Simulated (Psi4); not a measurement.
# CuF2 (SMILES [F][Cu][F]): UMP2/CBS (density fitting, density fitting for correlation, extrapolation mp2/aug-cc-pv[dt]z)

Aim: the energy of CuF2. 

The results are computed with Psi4 1.11.

12 further runs of the same task are left out: 10 that didn't finish, 2 set aside as unsound or not needed.

**1. Starting point**

CuF2: 3 atoms, total charge 0, spin state doublet. SMILES: `[F][Cu][F]`. The shape comes from GFN2-xTB, which is rough for such elements, and wasn't checked as a minimum.

Bond lengths: Cu1–F2 1.701 Å, Cu1–F3 1.700 Å. Angles: F2–Cu1–F3 180.0°.

**2. The energy at UMP2/CBS (density fitting, density fitting for correlation, extrapolation mp2/aug-cc-pv[dt]z)**

job.py

```python
import psi4

psi4.set_memory('1600 MB')
psi4.set_num_threads(1)
psi4.set_output_file('psi4.out', False)

molecule = psi4.geometry("""
0 2
Cu     0.00032125     0.00018897    -0.00039684
F     -0.03129386    -0.03858821     3.21278008
F      0.03097261     0.03839923    -3.21238323
units bohr
""")

psi4.set_options({
    'reference': 'uhf',
    'scf_type': 'df',
    'freeze_core': True,
    'maxiter': 200,
    'damping_percentage': 30,
    'guess': 'sap',
    'd_convergence': 1e-06,
})

E = psi4.energy("mp2/aug-cc-pv[dt]z", molecule=molecule)
print('E =', round(E, 9))
```

Started as:

```
python job.py
```

What values should one expect? Wanted: total energy; correlation energy; ⟨S²⟩ of the reference determinant.

Answer, from the run:

Level: UMP2/CBS (density fitting, density fitting for correlation, extrapolation mp2/aug-cc-pv[dt]z).

```
                         quantity           value
                     total energy  -1839.05517 Eh
               correlation energy     -1044.2 mEh
⟨S²⟩ of the reference determinant           0.755
```
